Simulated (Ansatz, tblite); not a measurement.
# Si(vinyl)3(NMe2) (C₈H₁₅NSi): a ladder of methods and basis sets

The task here is to estimate one member of a computed series from the others.

Program: Ansatz 0.2.0, Gaussian basis. Level of theory: as each input shows. These are calculated values, not measurements.

The runs, in order: GFN1-xTB, GFN2-xTB, PBE-D4/def2-TZVP, r2SCAN-D4/def2-TZVP, B3LYP-D4/def2-TZVP, CAM-B3LYP-D4/def2-TZVP, B97M-V/def2-TZVP, LC-ωPBE(0.10)/def2-SVP, LC-ωPBE(0.15)/def2-SVP, LC-ωPBE(0.20)/def2-SVP, LC-ωPBE(0.30)/def2-SVP, PBE-D4/def2-SVP, PBE0-D4/def2-SVP, HF/STO-3G, HF/6-31G, B3LYP-D4/6-31G, CCSD(T)/def2-TZVP, RPA/def2-TZVP.

### The structure

The geometry is that of the singlet, from an earlier relaxation (PBE-D4/def2-SVP).

25 atoms, charge 0, spin multiplicity 1.

Bond lengths: Si1–C2 1.884 Å, Si1–C7 1.885 Å, Si1–C12 1.881 Å, Si1–N17 1.761 Å, C2–C3 1.348 Å, C2–H4 1.107 Å, C3–H5 1.105 Å, C3–H6 1.104 Å, C7–C8 1.350 Å, C7–H9 1.108 Å, C8–H10 1.105 Å, C8–H11 1.105 Å, C12–C13 1.349 Å, C12–H14 1.107 Å, C13–H15 1.104 Å, C13–H16 1.104 Å, N17–C18 1.449 Å, N17–C19 1.452 Å and more. Angles: C2–Si1–C7 109.2°, C2–Si1–C12 109.6°, C2–Si1–N17 108.3°, C7–Si1–C12 109.5°, C7–Si1–N17 112.3°, C12–Si1–N17 107.9°, Si1–C2–C3 123.3°, Si1–C2–H4 118.4°, C3–C2–H4 118.2°, C2–C3–H5 120.9°, C2–C3–H6 122.5°, H5–C3–H6 116.5°, Si1–C7–C8 124.5°, Si1–C7–H9 117.8°, C8–C7–H9 117.5°, C7–C8–H10 121.6°, C7–C8–H11 122.6°, H10–C8–H11 115.8° and more.

PBE0-D4/def2-TZVP was run before; its log isn't repeated, and its numbers join the tables.

Set-up of the first run:

Tight binding, by tblite at 300 K electronic temperature and without a spin-polarisation term:

```python
tblite.interface.Calculator('GFN1-xTB', numbers, positions, charge=0, uhf=0).singlepoint()
```

Tight binding, by tblite at 300 K electronic temperature and without a spin-polarisation term:

```python
tblite.interface.Calculator('GFN2-xTB', numbers, positions, charge=0, uhf=0).singlepoint()
```

start.molden holds the orbitals of an earlier run on this state, given as this run's starting guess.

The input, in.yaml:

```yaml
crystal:
  periodic: [false, false, false]
  atoms:
    - {symbol: Si, position_ang: [0.087186, 0.423089, 0.047239]}
    - {symbol: C, position_ang: [0.132196, 0.687949, 1.912376]}
    - {symbol: C, position_ang: [-0.721319, 0.087128, 2.766114]}
    - {symbol: H, position_ang: [0.855864, 1.417572, 2.323805]}
    - {symbol: H, position_ang: [-1.470798, -0.638628, 2.403239]}
    - {symbol: H, position_ang: [-0.715703, 0.289158, 3.851839]}
    - {symbol: C, position_ang: [1.850037, 0.408315, -0.618927]}
    - {symbol: C, position_ang: [2.955873, 0.288107, 0.145677]}
    - {symbol: H, position_ang: [1.987214, 0.422846, -1.718475]}
    - {symbol: H, position_ang: [2.896731, 0.254691, 1.248622]}
    - {symbol: H, position_ang: [3.970998, 0.215875, -0.283984]}
    - {symbol: C, position_ang: [-0.879931, 1.817012, -0.764469]}
    - {symbol: C, position_ang: [-0.324648, 2.768813, -1.542066]}
    - {symbol: H, position_ang: [-1.961425, 1.894475, -0.539662]}
    - {symbol: H, position_ang: [0.751879, 2.761438, -1.788477]}
    - {symbol: H, position_ang: [-0.911185, 3.604056, -1.964095]}
    - {symbol: N, position_ang: [-0.762503, -1.085362, -0.277077]}
    - {symbol: C, position_ang: [-1.625805, -1.271451, -1.425992]}
    - {symbol: C, position_ang: [-0.231471, -2.328728, 0.251947]}
    - {symbol: H, position_ang: [-1.116875, -1.798113, -2.272792]}
    - {symbol: H, position_ang: [-1.985468, -0.297188, -1.811506]}
    - {symbol: H, position_ang: [-2.520960, -1.882831, -1.159703]}
    - {symbol: H, position_ang: [0.417881, -2.137002, 1.129488]}
    - {symbol: H, position_ang: [-1.052518, -3.006466, 0.586055]}
    - {symbol: H, position_ang: [0.374768, -2.894767, -0.499198]}
basis:
  gaussian: {orbitals: def2-TZVP, fitting: {mean_field: def2-universal-jkfit}, initial_orbitals: start.molden}
hamiltonian: {xc: pbe, dispersion: d4}
scf: {omitted_lower_state_checks: [starts]}
output: {orbitals: {seedname: orbitals}}
```

Launch:

```console
$ ansatz run in.yaml --threads 2 --pin off --events-out ev --progress --plain --max-ram 22528MiB --backend cuda --devices 0, --max-vram 18GiB
```

Steps of the session up to this table: PBE-D4/def2-TZVP; r2SCAN-D4/def2-TZVP; B3LYP-D4/def2-TZVP; CAM-B3LYP-D4/def2-TZVP; B97M-V/def2-TZVP; LC-ωPBE(0.10)/def2-SVP; LC-ωPBE(0.15)/def2-SVP; LC-ωPBE(0.20)/def2-SVP; LC-ωPBE(0.30)/def2-SVP; PBE-D4/def2-SVP; PBE0-D4/def2-SVP; HF/STO-3G; HF/6-31G; B3LYP-D4/6-31G; CCSD(T)/def2-TZVP; RPA/def2-TZVP.

One of the session's tables, all rows but one given; the rest of the session is left out.

It belongs to the step «Binding energy». 

| method | binding an atom (eV) |
| --- | --- |
| HF/STO-3G | 3.769 |
| HF/6-31G | ? |
| HF/def2-TZVP | 3.121 |
| PBE-D4/def2-SVP | 4.361 |
| PBE-D4/def2-TZVP | 4.329 |
| r2SCAN-D4/def2-TZVP | 4.235 |
| B97M-V/def2-TZVP | 4.227 |
| B3LYP-D4/6-31G | 4.124 |
| B3LYP-D4/def2-TZVP | 4.239 |
| PBE0-D4/def2-SVP | 4.296 |
| PBE0-D4/def2-TZVP | 4.259 |
| CAM-B3LYP-D4/def2-TZVP | 4.247 |
| MP2/def2-TZVP | 4.138 |
| CCSD/def2-TZVP | 4.024 |
| CCSD(T)/def2-TZVP | 4.087 |

Estimate the missing values for HF/6-31G.

**Answer.** binding an atom (eV): 2.931. In the column «binding an atom (eV)» it is the lowest.

To keep in mind: Free atoms were run apart at each level; binding is atoms less cluster, divided by the number of atoms, without zero-point or spin-orbit terms.
